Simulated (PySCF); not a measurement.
# C5H4N2S: the cost of one run

Computed with PySCF 2.14.0 and routines of our own; the level stands in each step. Atoms count from 0.

## 1. The system as given

12 atoms, charge 0, multiplicity 1; geometry from: GFN2-xTB.

## 2. Geometry optimisation at PBE0-D3(BJ)/def2-SVP

Job settings and geometry (Å):

```
{"job": {"xc": "PBE0", "basis": "def2-SVP", "d3": "d3bj", "grid": 2, "kind": "geom"}, "charge": 0, "multiplicity": 1}
C     -2.117964     0.081273    -0.391223
C     -0.668734     0.033365    -0.080986
C     -0.052625     0.178275     1.133237
N      1.285152     0.088733     1.129687
C      1.753692    -0.124395    -0.053903
C      3.104127    -0.267619    -0.392296
N      4.200365    -0.390598    -0.705898
S      0.518702    -0.233884    -1.308966
H     -2.445826    -0.858425    -0.834863
H     -2.686792     0.259835     0.517897
H     -2.330680     0.877455    -1.104006
H     -0.558221     0.355300     2.065295
```

Started as:

```console
$ OMP_NUM_THREADS=1 python excited_run.py task.json out
```

The driver reads the jobs from task.json and runs them one after another.

Q: Estimate the wall time and peak memory of this first job on 1 thread of Intel Xeon Platinum 8259CL at 2.50GHz, shared host.

About 47 s, with a peak of 0.74 GiB.
